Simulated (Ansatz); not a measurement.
# Ca5SiN2: the cost of one run

Computed with Ansatz 0.2.0 (DFT PBE, scalar-relativistic, plane waves, PAW, unless a step names another level, unless a step's input says otherwise).

### Step 1. The structure to begin with

The structure is orthorhombic, space group Cmmm (No. 65). The conventional cell has a = 4.893 Å, b = 14.635 Å, c = 4.871 Å, α = 90.00°, β = 90.00°, γ = 90.00°. Around Ca (site symmetry mmm) lie 2 N at 2.41 Å and 4 Ca at 3.17 Å and 4 Si at 3.45 Å. Ca (site symmetry m2m) has 3 N at 2.42 to 2.45 Å and 2 Ca at 3.40 Å and 2 Si at 3.48 Å as nearest neighbours. Ca (site symmetry m2m) is surrounded by 2 N at 2.47 Å and 2 Ca at 3.17 Å and 2 Si at 3.17 Å. Si (site symmetry mmm) has 12 Ca at 3.17 to 3.48 Å as nearest neighbours. N (site symmetry m2m) is surrounded by 6 Ca at 2.41 to 2.47 Å.

Coordinates:

```cif
data_structure
_symmetry_space_group_name_H-M 'Cmmm'
_symmetry_Int_Tables_number 65
_cell_length_a 4.8926
_cell_length_b 14.6346
_cell_length_c 4.8711
_cell_angle_alpha 90.000
_cell_angle_beta 90.000
_cell_angle_gamma 90.000
_cell_volume 348.78
loop_
_atom_site_label
_atom_site_type_symbol
_atom_site_symmetry_multiplicity
_atom_site_Wyckoff_symbol
_atom_site_fract_x
_atom_site_fract_y
_atom_site_fract_z
_atom_site_occupancy
Ca1 Ca 2 a 0.00000 0.00000 0.00000 1
Ca2 Ca 4 i 0.50000 0.16946 0.00000 1
Ca3 Ca 4 j 0.50000 0.36173 0.50000 1
Si1 Si 2 c 0.50000 0.00000 0.50000 1
N1 N 4 i 0.00000 0.16498 0.00000 1
```

It came out lowest among 24 distinct ends of the trial cells. At a tolerance of 0.05 Å it has space group Cmmm (No. 65).

### Step 2. A stricter relaxation, on the response runs' mesh and smearing

Contents of input.yaml:

```yaml
crystal:
  lattice:
    - [2.4463121462, -7.3173147602, 0.0]
    - [2.4463121462, 7.3173147602, 0.0]
    - [0.0, 0.0, 4.8711103657]
  atoms:
    - { symbol: Ca, position: [0.0, 0.0, 0.0] }
    - { symbol: Ca, position: [0.3305367689, 0.6694632311, 0.0] }
    - { symbol: Ca, position: [0.6694632311, 0.3305367689, 0.0] }
    - { symbol: Ca, position: [0.1382697564, 0.8617302436, 0.5] }
    - { symbol: Ca, position: [0.8617302436, 0.1382697564, 0.5] }
    - { symbol: Si, position: [0.5, 0.5, 0.5] }
    - { symbol: "N", position: [0.8350239433, 0.1649760567, 0.0] }
    - { symbol: "N", position: [0.1649760567, 0.8350239433, 0.0] }
basis:
  ecutwfc: 420
kpoints:
  mp_grid: { grid: [8, 8, 6] }
hamiltonian:
  xc: pbe
scf:
  occupations: { method: gaussian, width: 0.1 }
output:
  forces: true
  stress: true
  eigenvalues: true
relax:
  adjacent_minimum: "off"
  f_tol: 0.001
  max_steps: 60
  cell: { stress_tol: 0.01 }
```

The run is started by

```bash
ansatz run input.yaml --threads 3 --pin off --max-ram 7680MiB --backend cpu --events-out ev --progress --plain --runs-dir out
```

Q: Estimate wall time and peak memory on 3 threads of Arm Neoverse V2, shared host.

About 52 s, with a peak of 0.78 GiB.
